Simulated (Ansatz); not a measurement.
**AlSn: relaxation of cell and atoms with RPBE+D4**

The system is AlSn.

```xyz
2
Lattice="4.1981 0.0000 0.0000 -2.0991 3.6357 0.0000 0.0000 0.0000 3.3068" Properties=species:S:1:pos:R:3 pbc="T T T"
Sn    0.0000    2.4238    1.6534
Al    0.0000    0.0000    0.0000
```

The cell comes from a database or a generator and needn't be the stable form of this composition.

```
Program             : Ansatz 0.2.0
Task                : relaxation of cell and atoms
Functional          : RPBE
Dispersion          : D4
Potentials or basis : Ansatz PAW
Cutoff              : 420 eV (not typed: the program's choice for these potentials)
k mesh              : 7 × 7 × 8
Occupations         : fermi-dirac, width 0.05 eV
Spin                : no spin polarisation
```

```json
{
  "Relaxed volume": "24.03 Å³/atom",
  "Relaxed cell": "a = 4.108 Å, b = 4.108 Å, c = 3.288 Å, α = 90.00°, β = 90.00°, γ = 120.00°",
  "Space group after relaxing (to 0.05 Å)": "P-6m2 (No. 187)",
  "Energy gained by relaxing": "10.2 meV/atom",
  "Ionic steps": "5",
  "Pressure after relaxing": "0.0 GPa",
  "Band gap on the k mesh": "none (metal or under the smearing width)"
}
```

The path:
| step | energy change (eV) | largest force (eV/Å) | volume (Å³) |
| --- | --- | --- | --- |
| 1 | 0.0000 | 0.0000 | 50.47 |
| 2 | -0.0183 | 0.0000 | 47.22 |
| 3 | -0.0209 | 0.0000 | 48.14 |
| 4 | -0.0209 | 0.0000 | 48.07 |
| 5 | -0.0204 | 0.0000 | 48.07 |

Final structure:
```
Sn Al
1.0
     4.10825    0.00000    0.00000
    -2.05413    3.55785    0.00000
     0.00000    0.00000    3.28850
Sn Al
1 1
Direct
  0.33333 0.66667 0.50000
  0.00000 0.00000 0.00000
```

Levels at points of the mesh, in eV from the Fermi level:
```csv
k point,band 6,band 7,band 8,band 9,band 10,band 11
"(0.00, 0.00, 0.00)",-10.76,-0.14,-0.14,1.21,2.43,3.22
"(0.00, 0.00, -0.50)",-7.66,-6.50,2.88,2.88,3.71,3.71
```

It took 7 s on 2 threads of Arm Neoverse V2, with other jobs on the host, peak memory 0.34 GiB.

Caveat: the plane-wave basis is chosen anew once the cell has moved, so the energies of steps on either side of that aren't comparable; pairwise dispersion overbinds metals, which lowers pressure and volume; the PAW data sets come from PBE, with cores solved anew for the run's functional, which leaves a small shift of forces and pressure.
